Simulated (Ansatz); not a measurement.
# VN (singlet): wave-function methods side by side, def2-SVP

The task here is to estimate one member of a computed series from the others.

Program: Ansatz 0.2.0, Gaussian basis. Level of theory: def2-SVP, core rule «outside noble gas», up to 10 orbitals frozen. These are calculated values, not measurements.

Plan: UHF; CCSD(T) on RHF; CCSD(T) on UHF; CISD; CCSDT(Q) on RHF; CCSDT(Q) on UHF; CCSDTQ on RHF.

11 further runs of the same task are left out: 7 for a known fault of the program, 4 set aside as unsound or not needed.

## The system

The geometry is a PBE0/def2-TZVP stationary point (not a proven minimum).

2 atoms, charge 0, spin multiplicity 1.

Atoms are counted from 1 here; the program's logs count them from 0.

Bond lengths: V1–N2 1.514 Å.

Set-up of the first run:

File in.yaml:

```yaml
crystal:
  periodic: [false, false, false]
  atoms:
    - {symbol: V, position_ang: [0.000000, 0.000000, 0.000000]}
    - {symbol: N, position_ang: [0.000000, 0.000000, 1.513600]}
basis:
  gaussian: {orbitals: def2-SVP}
magnetization: {spin_polarized: true, initial_magnetization: 0}
hamiltonian: {xc: hf}
output: {orbitals: {seedname: orbitals}}
```

Run with:

```
$ ansatz run in.yaml --threads 1 --pin off --events-out ev --progress --plain --max-ram 2816MiB --backend cpu
```

Steps of the session up to this table: UHF; CCSD(T) on RHF; CCSD(T) on UHF; CISD; CCSDT(Q) on RHF; CCSDT(Q) on UHF; CCSDTQ on RHF.

One table of the session follows, with a row left open; its other results are not shown here.

```
   method  from RCCSDT(Q) (kcal/mol)
      UHF                    +173.94
     RMP2                          ?
     UMP2                      +5.56
    RCCSD                     +24.31
    UCCSD                     -20.56
 RCCSD(T)                      +4.69
 UCCSD(T)                     -32.48
   RCCSDT                      +3.74
   UCCSDT                     -37.62
RCCSDT(Q)                          0
UCCSDT(Q)                     -41.63
  RCCSDTQ                      +0.10
```

Estimate the missing values for RMP2.

The run gave: from RCCSDT(Q) (kcal/mol): -16.62. In the column «from RCCSDT(Q) (kcal/mol)» it lies between UCCSD (-20.56) and RCCSDT(Q) (0).

Limits of these values: The determinant is far from a pure spin state, so its energy mixes those of several spin states (harmless only where they are near-degenerate, as at dissociation). Left out of the table: RHF (another determinant or state than the rows shown). The program flags RCCSD(T), UCCSD(T), RCCSDT(Q), UCCSDT(Q), RCCSDTQ as in doubt, so the zero of the table is itself unsure. Warnings: restricted reference is unstable; spin contamination; coupled cluster took another determinant than the lowest; large T1 diagnostic. Restricted and unrestricted rows rest on different reference determinants; where their highest levels disagree by more than a few hundredths of an eV, they describe different states and don't form one ladder.
